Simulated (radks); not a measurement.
# Taking charge from the 4p level of Sn²⁺ in fractions

The task here is to estimate one member of a computed series from the others.

The numbers are computed with radks (a radial shooting solver on a logarithmic mesh, Libxc functionals) version 1 (scalar-relativistic Kohn-Sham, PBE, spin-unpolarised, spherical densities, finite nucleus), except any that are marked as measured or tabulated.

**The atom as given**

* element: tin (Z = 50)
* charge: +2
* electrons: 48
* configuration: [Kr] 4d10 5s2
* nuclear rms radius: 4.6519 fm

Outer shells as boxes (Hund's rule):

Sn²⁺
```
[Kr] core
4d [↑↓][↑↓][↑↓][↑↓][↑↓]
5s [↑↓]
```

Set-up of the first run:

The run's settings:

```text
Z 50
configuration [Kr] 4d10 5s2
relativity scalar-relativistic
functional pbe,pbe
spin unpolarised
nucleus finite rms 4.6519 fm
c 137.035999084
```

Among the steps run: Start: [Kr] 4d10 5s2.

One table of the session follows, with a row left open; its other results are not shown here.

It belongs to the step «Start: [Kr] 4d10 5s2». Radial moments (bohr):

```
level     <r>  outermost maximum (interpolated)  90 % within  nodes
   2p  0.1096                            0.0849        0.178      0
   3s  0.3394                             0.308        0.499      2
   3p  0.3377                             0.301        0.507      1
   3d  0.3146                             0.251        0.496      0
   4s  0.8186                             0.746         1.18      3
   4p       ?                                 ?            ?      ?
   4d   1.091                             0.886         1.69      1
   5s   2.216                              1.94         3.22      4
```

**Question.** Estimate the row for 4p.

As computed: <r>: 0.8856; outermost maximum (interpolated): 0.788; 90 % within: 1.30; nodes: 2. In the column «<r>» it lies between 4s (0.8186) and 4d (1.091).
